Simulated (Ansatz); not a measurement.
Geometry optimisation, Ansatz 0.2.0, DFT PBEsol, scalar-relativistic, plane waves, PAW.

input.yaml

```yaml
crystal:
  lattice:
    - [0.0, 5.43, 5.43]
    - [5.43, 0.0, 5.43]
    - [5.43, 5.43, 0.0]
  atoms:
    - { symbol: Si, position: [0.0, 0.0, 0.0] }
    - { symbol: Si, position: [0.125, 0.125, 0.125] }
    - { symbol: Si, position: [0.0, 0.0, 0.5] }
    - { symbol: Si, position: [0.125, 0.125, 0.625] }
    - { symbol: Si, position: [0.0, 0.5, 0.0] }
    - { symbol: Si, position: [0.125, 0.625, 0.125] }
    - { symbol: Si, position: [0.0, 0.5, 0.5] }
    - { symbol: Si, position: [0.125, 0.625, 0.625] }
    - { symbol: Si, position: [0.5, 0.0, 0.0] }
    - { symbol: Si, position: [0.625, 0.125, 0.125] }
    - { symbol: Si, position: [0.5, 0.0, 0.5] }
    - { symbol: Si, position: [0.625, 0.125, 0.625] }
    - { symbol: Si, position: [0.5, 0.5, 0.0] }
    - { symbol: Si, position: [0.625, 0.625, 0.125] }
    - { symbol: Si, position: [0.5, 0.5, 0.5] }
    - { symbol: Si, position: [0.625, 0.625, 0.625] }
    - { symbol: O, position: [0.8748584, 0.8717213, 0.8766168], spin: 1.0 }
magnetization:
  spin_polarized: true
basis:
  ecutwfc: 420.0
kpoints:
  mp_grid: { grid: [2, 2, 2] }
hamiltonian:
  xc: pbesol
  pseudopotentials: { kind: paw, azcp: { folder: soft_1 } }
scf:
  occupations: { method: fermi_dirac, width: 0.05 }
  lower_state_search: "off"
relax:
  f_tol: 0.08
  max_steps: 25
  adjacent_minimum: "off"
```

Run as:

```bash
$ ansatz run input.yaml --threads 1 --pin off --max-ram 3072MiB --backend cpu --events-out ev --progress --plain --runs-dir out
```

Problem. Where does it end, and by what steps?

Solution. The run converged. Limits of this set-up: coarse k mesh, PAW files made for another functional. After 22 steps the energy has fallen by 3.459 eV; O17 moved furthest, 1.37 Å. Parted: Si5–Si14 (2.35 → 2.93 Å). Joined: Si5–O17 (2.33 → 1.66 Å), Si14–O17 (2.70 → 1.66 Å).

```
step  energy less start (eV)  largest force component (eV/Å)  accepted
   0                  0.0000                           0.408       yes
   1                 -0.0787                           0.293       yes
   2                 -0.2151                           0.369       yes
   3                 -0.4787                           0.945       yes
   4                 -0.4177                           3.042        no
   5                 -0.8083                           0.937       yes
   6                 -1.0206                           0.399       yes
   7                 -1.1577                           0.256       yes
   8                 -1.1839                           0.122       yes
   9                 -1.2270                           0.165       yes
  10                 -1.2773                           0.290       yes
  11                 -1.3178                           0.230       yes
  12                 -1.3485                           0.157       yes
  13                 -1.3639                           0.139       yes
  14                 -1.4255                           0.414       yes
  15                 -1.5604                           0.588       yes
  16                 -1.8255                           0.611       yes
  17                 -2.0244                           0.888       yes
  18                 -2.4170                           1.886       yes
  19                 -2.9505                           2.019       yes
  20                 -3.3672                           0.713       yes
  21                 -3.4430                           0.168       yes
  22                 -3.4589                           0.049       yes
```

```xyz
17
Lattice="0.0000 5.4300 5.4300 5.4300 0.0000 5.4300 5.4300 5.4300 0.0000" Properties=species:S:1:pos:R:3
Si 0.017 -0.064 -0.042
Si 1.585 1.124 1.257
Si 2.736 2.756 0.007
Si 4.083 4.097 1.390
Si 2.574 0.055 3.062
Si 4.097 1.426 4.144
Si 5.438 2.833 2.833
Si 6.589 4.188 4.377
Si 0.287 2.458 2.670
Si 1.404 4.030 4.035
Si 2.762 5.468 2.765
Si 4.131 6.839 4.100
Si 2.740 2.752 5.478
Si 4.305 3.805 6.822
Si 5.293 5.587 5.716
Si 6.823 6.900 6.932
O 8.930 9.556 8.239
```

Whether the end is a true minimum wasn't checked by a vibrational analysis.

Run time: 4.8 min on 1 thread of Arm Neoverse V2 (shared host), peak memory 0.66 GiB.
